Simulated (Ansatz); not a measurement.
**HfN (P6_3/mmc): frozen displacement of one atom in Python**

Wanted for HfN (P6_3/mmc): a frozen displacement of one atom.

Computed with Ansatz 0.2.0 through its Python package. Level of theory: DFT PBEsol, plane waves, PAW.

## (1) The system

The structure is hexagonal, space group P6_3/mmc (No. 194). The conventional cell has a = 3.134 Å, b = 3.134 Å, c = 5.417 Å, α = 90.00°, β = 90.00°, γ = 120.00°. Around Hf (site symmetry -6m2) lie 6 N at 2.26 Å. Around N (site symmetry -3m) lie 6 Hf at 2.26 Å.

The script holds or builds the structure itself.

## (2) The script

Input file push.py:

```python
"""Frozen displacement of one atom in HfN."""

import logging
import sys
import warnings

import ansatz as az
import numpy as np

logging.basicConfig(stream=sys.stdout, format="%(levelname)s %(message)s")
logger = logging.getLogger("hfn")
logger.setLevel(logging.INFO)


def main() -> None:
    warnings.simplefilter("ignore", az.DeckWarning)

    xtal = (
        az.Lattice.of([3.133908, 0.0, 0.0], [-1.566954, 2.714044, 0.0], [0.0, 0.0, 5.416768])
        .atom("Hf", [2 / 3, 1 / 3, 0.75])
        .atom("Hf", [1 / 3, 2 / 3, 0.25])
        .atom("N", [0.0, 0.0, 0.0])
        .atom("N", [0.0, 0.0, 0.5])
    )

    inverse = np.linalg.inv(np.array(xtal.lattice.vectors))
    home = np.array(xtal.sites[2].position)
    values = np.linspace(-0.02, 0.02, 5)
    energies, pulls = [], []
    for shift in values:
        moved = xtal.move(2, to=home + shift * inverse[2])
        job = moved.calculation()
        job = job.occupations("fermi_dirac", width=0.15)
        job = job.functional("pbesol")
        job = job.kpoints(9, 9, 5).forces()
        r = job.run().report
        energies.append(r["free_energy_ev"])
        pulls.append(r["forces_ev_ang"][2][2])

    # the force is minus the slope of the free energy
    logger.info("shift (A)   dE (eV)   force along z (eV/A)")
    for shift, e, f in zip(values, energies, pulls):
        logger.info(f"{shift:8.3f} {e - energies[2]:10.5f} {f:12.4f}")
    logger.info(f"stiffness from energies {2 * np.polyfit(values, energies, 2)[0]:.3f}, from forces {-np.polyfit(values, pulls, 1)[0]:.3f} eV/A^2")


if __name__ == "__main__":
    main()
```

## (3) The calls as engine input

The engine receives this input (first run):

```yaml
crystal:
  lattice:
    - [3.133908, 0.0, 0.0]
    - [-1.566954, 2.714044, 0.0]
    - [0.0, 0.0, 5.416768]
  atoms:
    - { symbol: Hf, position: [0.6666666666666666, 0.3333333333333333, 0.75] }
    - { symbol: Hf, position: [0.3333333333333333, 0.6666666666666666, 0.25] }
    - { symbol: "N", position: [0.0, 0.0, -0.003692238619043681] }
    - { symbol: "N", position: [0.0, 0.0, 0.5] }
kpoints:
  mp_grid:
    grid: [9, 9, 5]
hamiltonian:
  xc: pbesol
scf:
  occupations:
    method: fermi_dirac
    width: 0.15
output:
  forces: true
```

## (4) Launch

Started as:

```console
> python push.py
```

**Question.** How stiff is this displacement, and do energies and forces agree?

The runs gave:

| quantity | value |
| --- | --- |
| runs compared | 5 |
| range of energy | 0.80 meV/atom |
| lowest point, shift of atom 3 from run 1 (Å) | 0.020 |

The curvature of the energy gives 15.935 eV/Å² and the slope of the force 15.935 eV/Å², a positive curvature. The run is spin-unpolarised. The mesh is modest for a metal, so energies can be off by several to tens of meV an atom and pressures by half a GPa or more; differences at equal mesh fare better. In a metal a curvature from energy changes of a few meV or less hangs on mesh and smearing, in size and even in sign. Spin-orbit coupling, which matters for elements this heavy, is left out. The structure comes from a database of computed cells and needn't be a stable or known phase. All periodic images of the atom move with it, so the curvature is one diagonal element of the zone-centre force constants and no normal mode; a positive value doesn't exclude soft modes in which several atoms move.
